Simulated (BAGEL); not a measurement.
**RI-MP2/aug-cc-pVDZ (density fitting with qzvpp-jkfit) run of [SiCl3]+ (SMILES Cl[Si+](Cl)Cl)**

Aim: the energy change on altering one bond length of [SiCl3]+ at RI-MP2/aug-cc-pVDZ (density fitting with qzvpp-jkfit), from 2 runs. 

The calculation is run with BAGEL 1.2.2.

2 further runs of the same task are left out: 1 that didn't finish, 1 set aside as unsound or not needed.

### Step 1. The molecule

[SiCl3]+: 4 atoms, total charge +1, spin state singlet. SMILES: `Cl[Si+](Cl)Cl`. Geometry: relaxed at PBE0-D4/def2-TZVP.

Bond lengths: Cl1–Si2 1.947 Å, Si2–Cl3 1.947 Å, Si2–Cl4 1.947 Å. Angles: Cl1–Si2–Cl3 120.0°, Cl1–Si2–Cl4 120.0°, Cl3–Si2–Cl4 120.0°.

### Step 2. The energy at RI-MP2/aug-cc-pVDZ (density fitting with qzvpp-jkfit)

job.json reads:

```json
{ "bagel": [

{
  "title": "molecule",
  "basis": "aug-cc-pvdz.json",
  "df_basis": "qzvpp-jkfit",
  "angstrom": true,
  "geometry": [
    { "atom": "Cl", "xyz": [      -1.556000,      -0.622300,       0.990900 ] },
    { "atom": "Si", "xyz": [       0.000000,      -0.000100,      -0.000100 ] },
    { "atom": "Cl", "xyz": [       1.772000,      -0.669600,       0.449500 ] },
    { "atom": "Cl", "xyz": [      -0.216000,       1.292000,      -1.440300 ] }
  ]
},

{ "title": "hf", "charge": 1 },

{ "title": "mp2", "charge": 1, "ncore": 20 }

]}
```

The basis set aug-cc-pVDZ is read from a file made from the Basis Set Exchange's data (not shown).

Run with:

```console
$ BAGEL_NUM_THREADS=1 BAGEL job.json > job.out
```

Log:

```text
* using 1 threads per process

  ===============================================================
  ===============================================================

  *** Geometry ***

  { "atom" : "Cl", "xyz" : [     -2.940414,     -1.175977,      1.872530 ] },
  { "atom" : "Si", "xyz" : [      0.000000,     -0.000189,     -0.000189 ] },
  { "atom" : "Cl", "xyz" : [      3.348595,     -1.265361,      0.849432 ] },
  { "atom" : "Cl", "xyz" : [     -0.408181,      2.441526,     -2.721773 ] },

  Number of auxiliary basis functions:      512

  Since a DF basis is specified, we compute 2- and 3-index integrals:
    o Being stored without compression. Storage requirement is 0.048 GB

  Number of basis functions:      108
  Number of electrons      :       65

    * METHOD: MOLECULE                             0.36

  *** RHF ***

  === Nuclear Repulsion ===
   330.1271509275

      * DIIS with orbital gradients will be used.

  === RHF iteration (aug-cc-pvdz.json) ===
      0      -1667.07748134          0.01557270           0.17
      1      -1667.21258842          0.01002702           0.14
      2      -1667.27774127          0.00082652           0.15
      3      -1667.27872408          0.00011295           0.14
      4      -1667.27874162          0.00003417           0.14
      5      -1667.27874316          0.00000763           0.15
      6      -1667.27874323          0.00000182           0.14
      7      -1667.27874323          0.00000021           0.15
      8      -1667.27874323          0.00000006           0.13
      9      -1667.27874323          0.00000002           0.15
     10      -1667.27874323          0.00000000           0.14
    * SCF iteration converged.

    * Permanent dipole moment:
           (   -0.000016,     0.000195,     0.000207) a.u.

    * METHOD: HF                                   1.85

  *** RHF ***

  === Nuclear Repulsion ===
   330.1271509275

      * DIIS with orbital gradients will be used.

  === RHF iteration (aug-cc-pvdz.json) ===
      0      -1667.27874323          0.00000000           0.14
    * SCF iteration converged.

    * Permanent dipole moment:
           (   -0.000016,     0.000195,     0.000207) a.u.

  === DF-MP2 calculation ===

    * freezing 20 orbitals
    * 3-index integral transformation done
    * assembly done

      MP2 correlation energy:   -0.5077263703      0.06

      MP2 total energy:       -1667.7864696045

    * METHOD: MP2                                  0.36

  ===============================================================
```

Wall time 2.8 s (1 thread of Intel Xeon Platinum 8375C at 2.90GHz (Ice Lake), shared host); peak memory 0.16 GiB.

### Step 3. The distorted shape, same level

job.json reads:

```json
{ "bagel" : [

{
  "title" : "molecule",
  "basis" : "aug-cc-pvdz.json",
  "df_basis" : "qzvpp-jkfit",
  "angstrom" : true,
  "geometry" : [
    { "atom" : "Cl", "xyz" : [      -1.523602,      -0.816105,       1.206918 ] },
    { "atom" : "Si", "xyz" : [       0.032398,      -0.193905,       0.215918 ] },
    { "atom" : "Cl", "xyz" : [       1.804398,      -0.863405,       0.665518 ] },
    { "atom" : "Cl", "xyz" : [      -0.216000,       1.292000,      -1.440300 ] }
  ]
},

{
  "title" : "hf",
  "charge" : 1
},

{
  "title" : "mp2",
  "charge" : 1,
  "ncore" : 20
}

]}
```

The basis set aug-cc-pVDZ is read from a file made from the Basis Set Exchange's data (not shown).

Run with:

```console
$ BAGEL_NUM_THREADS=1 BAGEL job.json > job.out
```

Log:

```text
* using 1 threads per process

  ===============================================================
  ===============================================================

  *** Geometry ***

  { "atom" : "Cl", "xyz" : [     -2.879191,     -1.542215,      2.280744 ] },
  { "atom" : "Si", "xyz" : [      0.061223,     -0.366427,      0.408026 ] },
  { "atom" : "Cl", "xyz" : [      3.409818,     -1.631599,      1.257647 ] },
  { "atom" : "Cl", "xyz" : [     -0.408181,      2.441526,     -2.721773 ] },

  Number of auxiliary basis functions:      512

  Since a DF basis is specified, we compute 2- and 3-index integrals:
    o Being stored without compression. Storage requirement is 0.048 GB

  Number of basis functions:      108
  Number of electrons      :       65

    * METHOD: MOLECULE                             0.43

  *** RHF ***

  === Nuclear Repulsion ===
   315.2934582682

      * DIIS with orbital gradients will be used.

  === RHF iteration (aug-cc-pvdz.json) ===
      0      -1667.01254376          0.01676455           0.17
      1      -1667.15776467          0.01170757           0.13
      2      -1667.25276780          0.00093364           0.15
      3      -1667.25417617          0.00018169           0.14
      4      -1667.25423452          0.00007114           0.15
      5      -1667.25424698          0.00002854           0.14
      6      -1667.25424879          0.00000771           0.15
      7      -1667.25424895          0.00000313           0.15
      8      -1667.25424897          0.00000082           0.14
      9      -1667.25424897          0.00000031           0.15
     10      -1667.25424897          0.00000010           0.14
     11      -1667.25424897          0.00000002           0.16
     12      -1667.25424897          0.00000001           0.13
     13      -1667.25424897          0.00000000           0.16
    * SCF iteration converged.

    * Permanent dipole moment:
           (   -0.058628,     0.350814,    -0.390642) a.u.

    * METHOD: HF                                   2.33

  *** RHF ***

  === Nuclear Repulsion ===
   315.2934582682

      * DIIS with orbital gradients will be used.

  === RHF iteration (aug-cc-pvdz.json) ===
      0      -1667.25424897          0.00000000           0.15
    * SCF iteration converged.

    * Permanent dipole moment:
           (   -0.058628,     0.350814,    -0.390642) a.u.

  === DF-MP2 calculation ===

    * freezing 20 orbitals
    * 3-index integral transformation done
    * assembly done

      MP2 correlation energy:   -0.5119548367      0.05

      MP2 total energy:       -1667.7662038039

    * METHOD: MP2                                  0.35

  ===============================================================
```

Run time: 3.6 s. Hardware: 1 thread of Intel Xeon Platinum 8375C at 2.90GHz (Ice Lake), shared host; peak memory 0.16 GiB.

### Step 4. Outcome

At RI-MP2/aug-cc-pVDZ (density fitting with qzvpp-jkfit), 20 core orbitals frozen:

| quantity | value |
| --- | --- |
| first shape: total energy | -1667.78647 Eh |
| first shape: correlation energy (20 core orbitals frozen) | -507.7 mEh |
| distorted shape: total energy | -1667.76620 Eh |
| distorted shape: correlation energy (20 core orbitals frozen) | -512.0 mEh |
| energy change with the Si2–Cl4 bond stretched from 1.947 to 2.239 Å | 0.551 eV |

With the Si2–Cl4 bond stretched from 1.947 to 2.239 Å the energy rises by 0.55 eV (12.7 kcal/mol). The first shape isn't relaxed at this level, so the change isn't measured from a minimum.
